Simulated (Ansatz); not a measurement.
# Sb5Se: the cost of one run

Computed with Ansatz 0.2.0 (DFT PBE, scalar-relativistic, plane waves, PAW, unless a step's input says otherwise).

## 1. Starting point

It takes space group P6/mmm (No. 191, hexagonal). The conventional cell has a = 6.425 Å, b = 6.425 Å, c = 5.366 Å, α = 90.00°, β = 90.00°, γ = 120.00°. Around Sb (site symmetry -6m2) lie 9 Sb at 3.26 to 3.71 Å and 3 Se at 3.71 Å. Sb (site symmetry mmm) has 8 Sb at 3.21 to 3.26 Å and 4 Se at 4.19 Å as nearest neighbours. Se (site symmetry 6/mmm) is surrounded by 18 Sb at 3.71 to 4.19 Å.

As a file:

```cif
data_structure
_symmetry_space_group_name_H-M 'P6/mmm'
_symmetry_Int_Tables_number 191
_cell_length_a 6.4248
_cell_length_b 6.4248
_cell_length_c 5.3663
_cell_angle_alpha 90.000
_cell_angle_beta 90.000
_cell_angle_gamma 120.000
_cell_volume 191.84
loop_
_atom_site_label
_atom_site_type_symbol
_atom_site_symmetry_multiplicity
_atom_site_Wyckoff_symbol
_atom_site_fract_x
_atom_site_fract_y
_atom_site_fract_z
_atom_site_occupancy
Sb1 Sb 2 c 0.33333 0.66667 0.00000 1
Sb2 Sb 3 g 0.50000 0.00000 0.50000 1
Se1 Se 1 a 0.00000 0.00000 0.00000 1
```

A structure generator made this guess: species swapped into a database cell of YRh5 (P6/mmm, No. 191), with Se on the Y sites and Sb on the Rh sites. Its size is a rough estimate.

## 2. Probe: one point on a coarse mesh

Contents of input.yaml:

```yaml
crystal:
  lattice:
    - [6.42482731, 0.0, 0.0]
    - [-3.21241366, 5.56406367, 0.0]
    - [0.0, 0.0, 5.36631011]
  atoms:
    - { symbol: Sb, position: [0.33333333, 0.66666667, 0.0] }
    - { symbol: Sb, position: [0.66666667, 0.33333333, 0.0] }
    - { symbol: Sb, position: [0.5, 0.0, 0.5] }
    - { symbol: Sb, position: [0.5, 0.5, 0.5] }
    - { symbol: Sb, position: [0.0, 0.5, 0.5] }
    - { symbol: Se, position: [0.0, 0.0, 0.0] }
basis:
  ecutwfc: 420
kpoints:
  mp_grid: { grid: [3, 3, 4] }
hamiltonian:
  xc: pbe
scf:
  occupations: { method: gaussian, width: 0.1 }
  lower_state_search: "off"
output:
  forces: true
  stress: true
  eigenvalues: true
```

Started as:

```console
ansatz run input.yaml --threads 1 --pin off --max-ram 2560MiB --backend cpu --events-out ev --progress --plain --runs-dir out
```

What time and memory should one allow on 1 thread of Intel Xeon Platinum 8488C (Sapphire Rapids), shared host?

About 4.8 s, with a peak of 0.52 GiB.
